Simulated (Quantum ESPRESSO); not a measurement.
AlSn under changes of volume

One of the cells (25.236 Å³/atom); the others are scaled copies at fixed shape and fractional positions:

```
CELL_PARAMETERS angstrom
4.19811 0.00000 0.00000
-2.09905 3.63567 0.00000
0.00000 0.00000 3.30685
ATOMIC_POSITIONS crystal
Sn 0.33333 0.66667 0.50000
Al 0.00000 0.00000 0.00000
```

The cell comes from a database or a generator and needn't be the stable form of this composition.

```yaml
Program: Quantum ESPRESSO 7.5
Functional: PBE
Potentials_or_basis: SSSP 1.3 efficiency PBE
Cutoff: 816 eV
Density_cutoff: 6531 eV
k_mesh: 7 × 7 × 8
Occupations: fermi-dirac, width 0.05 eV
Spin: no spin polarisation
```

| volume (Å³/atom) | energy over the lowest point (meV/atom) | pressure (GPa) |
| --- | --- | --- |
| 23.722 | ? | ? |
| 24.227 | 8.88 | 2.6 |
| 24.731 | 2.60 | 1.3 |
| 25.236 | 0.00 | 0.3 |
| 25.741 | 0.70 | -0.7 |
| 26.245 | 4.31 | -1.6 |
| 26.750 | 10.42 | -2.3 |

Task: What does the run at 23.722 Å³/atom give?

Result: Energy over the lowest point 19.26 meV/atom; pressure 3.9 GPa.

Worked out: A Birch-Murnaghan fit of order 3 (a polynomial in V^(-2/3)) to the other rows has its minimum at 25.37 Å³/atom with B0 = V·E''(V) = 51 GPa and B' = 5.4 at fixed shape and positions, which overstates the stiffness. It gives 19.43 meV/atom at 23.722 Å³/atom, against the run's 19.26, and -dE/dV = 4.1 GPa, against 3.9.

Energies are extrapolated to zero smearing.
